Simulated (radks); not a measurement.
# Polarisabilities and dispersion coefficients of Sc⁺, Mn⁺, He and others

Aim: static dipole polarisabilities and C6 coefficients, each species in its NIST ground configuration. After each ground state the linear response is solved; its values go to the run's result record, not to the log. Response by self-consistent Sternheimer equations with the Hartree and adiabatic LDA kernel.

Method: non-relativistic Kohn-Sham, LDA (Slater exchange, VWN5 correlation), spin-polarised, spherical densities, point nucleus; open shells are filled with parallel spins first. Code: radks (a radial shooting solver on a logarithmic mesh, Libxc functionals) version 1.

## (1) The atom as given

| Property | Result |
| --- | --- |
| species | Sc⁺ ([Ar] 3d1 4s1), Mn⁺ ([Ar] 3d5 4s1), He ([He]), Rh³⁺ ([Kr] 4d6), P⁺ ([Ne] 3s2 3p2), Cu⁺ ([Ar] 3d10), Sb²⁺ ([Kr] 4d10 5s2 5p1), Te ([Kr] 4d10 5s2 5p4), Xe⁺ ([Kr] 4d10 5s2 5p5), Be³⁺ (1s1) |

In the logs a row gives level, spin channel, occupation and eigenvalue; Etot, Ekin, Encl (electron-nucleus), Eh (Hartree) and Exc are energies, all in hartree; err is the last residual, it the number of iterations.

## (2) Sc⁺, [Ar] 3d1 4s1

Input:

```text
Z 21
configuration [Ar] 3d1 4s1
relativity non-relativistic
functional lda,vwn5
spin polarised
nucleus point
response adiabatic LDA kernel
```

The log of the run:

```text
1s      1   1.0000        -160.44490352
2s      1   1.0000         -17.46858119
2p      1   3.0000         -14.50135128
3s      1   1.0000          -2.26089557
3p      1   3.0000          -1.50563463
3d      1   1.0000          -0.39611952
4s      1   1.0000          -0.38003915
1s      2   1.0000        -160.44354268
2s      2   1.0000         -17.45778579
2p      2   3.0000         -14.49270771
3s      2   1.0000          -2.22826543
3p      2   3.0000          -1.47211974
3d      2   0.0000          -0.35660858
4s      2   0.0000          -0.33371325
Etot -758.442642159755
Ekin 757.3103667040408
Encl -1792.3101224533666
Eh 313.3259093570257
Exc -36.76879576745496
err 4.941542142996986e-10
it 14
```

4s up is the highest filled level (-10.341 eV). The response step gives α = 53.83 bohr³ (72.11 without the induced potential) and C6 = 352.6 hartree bohr⁶.

Radial moments (bohr):

| level | occupation | energy (eV) | <r> | outermost maximum (interpolated) | 90 % within | nodes |
| --- | --- | --- | --- | --- | --- | --- |
| 3s up | 1 | -61.522 | 1.084 | 0.932 | 1.63 | 2 |
| 3s down | 1 | -60.634 | 1.083 | 0.932 | 1.62 | 2 |
| 3p up | 3 | -40.970 | 1.172 | 0.969 | 1.81 | 1 |
| 3p down | 3 | -40.058 | 1.169 | 0.968 | 1.80 | 1 |
| 3d up | 1 | -10.779 | 1.689 | 1.08 | 2.95 | 0 |
| 4s up | 1 | -10.341 | 3.308 | 2.89 | 4.85 | 3 |
| 3d down | 0 | -9.704 | 1.668 | 1.08 | 2.91 | 0 |
| 4s down | 0 | -9.081 | 3.414 | 2.93 | 5.06 | 3 |

The radial density on a logarithmic grid:

| r (bohr) | 4πr²ρ (e/bohr) |
| --- | --- |
| 0.00313 | 0.6632 |
| 0.00467 | 1.384 |
| 0.00696 | 2.797 |
| 0.0105 | 5.461 |
| 0.0156 | 9.800 |
| 0.0233 | 15.84 |
| 0.0350 | 22.10 |
| 0.0523 | 24.67 |
| 0.0780 | 21.59 |
| 0.117 | 18.29 |
| 0.175 | 22.61 |
| 0.261 | 25.84 |
| 0.392 | 15.53 |
| 0.585 | 7.071 |
| 0.873 | 8.818 |
| 1.31 | 6.224 |
| 1.96 | 1.816 |
| 2.92 | 0.5962 |
| 4.40 | 0.1985 |
| 6.56 | 0.01676 |

## (3) Mn⁺, [Ar] 3d5 4s1

Input:

```text
Z 25
configuration [Ar] 3d5 4s1
relativity non-relativistic
functional lda,vwn5
spin polarised
nucleus point
response adiabatic LDA kernel
```

The log of the run:

```text
1s      1   1.0000        -233.96177704
2s      1   1.0000         -27.16416005
2p      1   3.0000         -23.35484913
3s      1   1.0000          -3.43299265
3p      1   3.0000          -2.34727590
3d      1   5.0000          -0.61611084
4s      1   1.0000          -0.46654625
1s      2   1.0000        -233.95957709
2s      2   1.0000         -27.07773990
2p      2   3.0000         -23.28854662
3s      2   1.0000          -3.24594366
3p      2   3.0000          -2.16342937
3d      2   0.0000          -0.44512022
4s      2   0.0000          -0.37895390
Etot -1148.3689242223606
Ekin 1146.9603217990436
Encl -2724.3889567781525
Eh 478.5418388721338
Exc -49.48212811538566
err 2.8137686702784306e-09
it 14
```

4s up is the highest filled level (-12.695 eV). The response step gives α = 27.21 bohr³ (38.42 without the induced potential) and C6 = 139.9 hartree bohr⁶.

## (4) He, [He]

Changes since step 3:

```diff
@@ -1,3 +1,3 @@
-Z 25
-configuration [Ar] 3d5 4s1
+Z 2
+configuration [He]
 relativity non-relativistic
```

The log of the run:

```text
1s      1   1.0000          -0.57042472
1s      2   1.0000          -0.57042472
Etot -2.8348356240551773
Ekin 2.767922424516419
Encl -6.625563841719029
Eh 1.99611977316478
Exc -0.9733139800173469
err 3.704356159375395e-10
it 13
```

Highest occupied level: 1s at -15.522 eV. The response step gives α = 1.658 bohr³ (1.807 without the induced potential) and C6 = 1.864 hartree bohr⁶.

## (5) Rh³⁺, [Kr] 4d6

Changes since step 4:

```diff
@@ -1,3 +1,3 @@
-Z 2
-configuration [He]
+Z 45
+configuration [Kr] 4d6
 relativity non-relativistic
```

The log of the run:

```text
1s      1   1.0000        -822.48959095
2s      1   1.0000        -118.18011948
2p      1   3.0000        -109.72717084
3s      1   1.0000         -22.12727740
3p      1   3.0000         -18.77786845
3d      1   5.0000         -12.58433121
4s      1   1.0000          -4.19356637
4p      1   3.0000          -3.16270689
4d      1   5.0000          -1.52167756
1s      2   1.0000        -822.48911087
2s      2   1.0000        -118.15310954
2p      2   3.0000        -109.70635886
3s      2   1.0000         -22.10861005
3p      2   3.0000         -18.75766783
3d      2   5.0000         -12.55766520
4s      2   1.0000          -4.08359041
4p      2   3.0000          -3.05116606
4d      2   1.0000          -1.41414822
Etot -4681.185698086829
Ekin 4678.247445002405
Encl -11094.703529642953
Eh 1865.51476265289
Exc -130.2443760991702
err 2.555292331424236e-09
it 14
```

Highest occupied level: 4d down at -38.481 eV. The response step gives α = 4.633 bohr³ (6.765 without the induced potential) and C6 = 21.19 hartree bohr⁶.

## (6) P⁺, [Ne] 3s2 3p2

Changes since step 5:

```diff
@@ -1,3 +1,3 @@
-Z 45
-configuration [Kr] 4d6
+Z 15
+configuration [Ne] 3s2 3p2
 relativity non-relativistic
```

The log of the run:

```text
1s      1   1.0000         -76.45744321
2s      1   1.0000          -6.71850399
2p      1   3.0000          -4.96795036
3s      1   1.0000          -0.88180511
3p      1   2.0000          -0.55178941
1s      2   1.0000         -76.44726482
2s      2   1.0000          -6.70670976
2p      2   3.0000          -4.95324328
3s      2   1.0000          -0.80889714
3p      2   0.0000          -0.48421653
Etot -339.6184513418788
Ekin 338.87622467205574
Encl -804.6135291693389
Eh 147.66546145829383
Exc -21.54660830288955
err 1.0963719861161145e-09
it 13
```

3p up is the highest filled level (-15.015 eV). The response step gives α = 14.38 bohr³ (23.36 without the induced potential) and C6 = 73.88 hartree bohr⁶.

## (7) Cu⁺, [Ar] 3d10

Input:

```text
Z 29
configuration [Ar] 3d10
relativity non-relativistic
functional lda,vwn5
spin polarised
nucleus point
response adiabatic LDA kernel
```

The log of the run:

```text
1s      1   1.0000        -321.10486551
2s      1   1.0000         -38.44841312
2p      1   3.0000         -33.78921121
3s      1   1.0000          -4.37397926
3p      1   3.0000          -2.92661556
3d      1   5.0000          -0.51829862
1s      2   1.0000        -321.10486551
2s      2   1.0000         -38.44841312
2p      2   3.0000         -33.78921121
3s      2   1.0000          -4.37397926
3p      2   3.0000          -2.92661556
3d      2   5.0000          -0.51829862
Etot -1637.4851399428712
Ekin 1635.6995968750266
Encl -3913.938365759515
Eh 704.9594299623714
Exc -64.20580102075431
err 4.02094454719716e-09
it 17
```

The top filled level is 3d, -14.104 eV. The response step gives α = 7.887 bohr³ (10.67 without the induced potential) and C6 = 26.73 hartree bohr⁶.

## (8) Sb²⁺, [Kr] 4d10 5s2 5p1

Changes since step 7:

```diff
@@ -1,3 +1,3 @@
-Z 29
-configuration [Ar] 3d10
+Z 51
+configuration [Kr] 4d10 5s2 5p1
 relativity non-relativistic
```

The log of the run:

```text
1s      1   1.0000       -1071.50911646
2s      1   1.0000        -159.85237880
2p      1   3.0000        -149.89572654
3s      1   1.0000         -31.77756054
3p      1   3.0000         -27.63565463
3d      1   5.0000         -19.91928482
4s      1   1.0000          -5.72614379
4p      1   3.0000          -4.32279791
4d      1   5.0000          -1.97152463
5s      1   1.0000          -1.06199759
5p      1   1.0000          -0.76057955
1s      2   1.0000       -1071.50796539
2s      2   1.0000        -159.85183228
2p      2   3.0000        -149.89483844
3s      2   1.0000         -31.77651303
3p      2   3.0000         -27.63451795
3d      2   5.0000         -19.91824579
4s      2   1.0000          -5.72378571
4p      2   3.0000          -4.32008350
4d      2   5.0000          -1.96650140
5s      2   1.0000          -1.03415390
5p      2   0.0000          -0.73164123
Etot -6309.472604499582
Ekin 6306.000908416756
Encl -14966.498562291756
Eh 2511.104532966804
Exc -160.0794835913868
err 9.950188441672744e-09
it 14
```

Highest occupied level: 5p up at -20.696 eV. The response step gives α = 16.52 bohr³ (29.94 without the induced potential) and C6 = 103.7 hartree bohr⁶.

## (9) Te, [Kr] 4d10 5s2 5p4

Input:

```text
Z 52
configuration [Kr] 4d10 5s2 5p4
relativity non-relativistic
functional lda,vwn5
spin polarised
nucleus point
response adiabatic LDA kernel
```

The log of the run:

```text
1s      1   1.0000       -1115.82948976
2s      1   1.0000        -167.01901985
2p      1   3.0000        -156.80610369
3s      1   1.0000         -33.13522075
3p      1   3.0000         -28.85849529
3d      1   5.0000         -20.88552368
4s      1   1.0000          -5.57193148
4p      1   3.0000          -4.09943508
4d      1   5.0000          -1.60923607
5s      1   1.0000          -0.53726054
5p      1   3.0000          -0.24248958
1s      2   1.0000       -1115.82746315
2s      2   1.0000        -167.01796708
2p      2   3.0000        -156.80447870
3s      2   1.0000         -33.13334287
3p      2   3.0000         -28.85646030
3d      2   5.0000         -20.88364421
4s      2   1.0000          -5.56773559
4p      2   3.0000          -4.09472570
4d      2   5.0000          -1.60150721
5s      2   1.0000          -0.49762057
5p      2   1.0000          -0.20412830
Etot -6608.650475589249
Ekin 6605.057601251274
Encl -15702.23554028911
Eh 2654.1245936036016
Exc -165.59713015501438
err 1.967994583919993e-09
it 14
```

Highest occupied level: 5p down at -5.555 eV. The response step gives α = 40.79 bohr³ (65.62 without the induced potential) and C6 = 451.6 hartree bohr⁶.

## (10) Xe⁺, [Kr] 4d10 5s2 5p5

Input:

```text
Z 54
configuration [Kr] 4d10 5s2 5p5
relativity non-relativistic
functional lda,vwn5
spin polarised
nucleus point
response adiabatic LDA kernel
```

The log of the run:

```text
1s      1   1.0000       -1209.06191944
2s      1   1.0000        -183.69820549
2p      1   3.0000        -172.97078140
3s      1   1.0000         -37.78543305
3p      1   3.0000         -33.23714638
3d      1   5.0000         -24.74834004
4s      1   1.0000          -7.04692150
4p      1   3.0000          -5.43231354
4d      1   5.0000          -2.65490925
5s      1   1.0000          -1.02070277
5p      1   3.0000          -0.64089427
1s      2   1.0000       -1209.06036236
2s      2   1.0000        -183.69732249
2p      2   3.0000        -172.96948176
3s      2   1.0000         -37.78397852
3p      2   3.0000         -33.23557174
3d      2   5.0000         -24.74687279
4s      2   1.0000          -7.04375089
4p      2   3.0000          -5.42883318
4d      2   5.0000          -2.65000592
5s      2   1.0000          -0.99842661
5p      2   2.0000          -0.61918295
Etot -7228.394172964142
Ekin 7224.662946533996
Encl -17139.096991384235
Eh 2861.4340663506264
Exc -175.39419446452948
err 6.474907642851449e-09
it 13
```

The top filled level is 5p down, -16.849 eV. The response step gives α = 18.56 bohr³ (31.46 without the induced potential) and C6 = 162.2 hartree bohr⁶.

## (11) Be³⁺, 1s1

Input:

```text
Z 4
configuration 1s1
relativity non-relativistic
functional lda,vwn5
spin polarised
nucleus point
response adiabatic LDA kernel
```

The log of the run:

```text
1s      1   1.0000          -6.98460019
Etot -7.861172624268803
Ekin 7.836148366817888
Encl -15.83482617901734
Eh 1.2335939252352213
Exc -1.0960887373045718
err 6.501297425878465e-10
it 12
```

The top filled level is 1s up, -190.06 eV. The response step gives α = 0.01896 bohr³ (0.01891 without the induced potential) and C6 = 0.001764 hartree bohr⁶.

## (12) What came out

| species | −ε(HOMO) (eV) | α (bohr³) | α uncoupled (bohr³) | C6 (hartree bohr⁶) | C8 (hartree bohr⁸) | recommended α (bohr³) |
| --- | --- | --- | --- | --- | --- | --- |
| Sc⁺ | 10.341 | 53.83 | 72.11 | 352.6 | - | - |
| Mn⁺ | 12.695 | 27.21 | 38.42 | 139.9 | - | - |
| He | 15.522 | 1.658 | 1.807 | 1.864 | 21.44 | 1.38375 |
| Rh³⁺ | 38.481 | 4.633 | 6.765 | 21.19 | - | - |
| P⁺ | 15.015 | 14.38 | 23.36 | 73.88 | - | - |
| Cu⁺ | 14.104 | 7.887 | 10.67 | 26.73 | 570.7 | - |
| Sb²⁺ | 20.696 | 16.52 | 29.94 | 103.7 | - | - |
| Te | 5.555 | 40.79 | 65.62 | 451.6 | - | 38 |
| Xe⁺ | 16.849 | 18.56 | 31.46 | 162.2 | - | - |
| Be³⁺ | 190.06 | 0.01896 | 0.01891 | 0.001764 | 0.002255 | - |

In words: Uncoupled leaves out the potential induced by the response; C6 and C8 are for like pairs. Sc⁺ is the most polarisable and Be³⁺ the least, a factor 2839 apart. For the pair Sc⁺–Be³⁺ the Casimir-Polder integral gives C6 = 0.3129, the rule 2·Ca·Cb/(Ca·αb/αa + Cb·αa/αb) on the like-pair values 0.2424. Against the recommended values (Schwerdtfeger and Nagle, 2023 table) the misses are He +20 %, Te +7 %. C8 is given only where no p, d or f shell is open. For heavy and open-shell atoms this level can miss by tens of per cent.
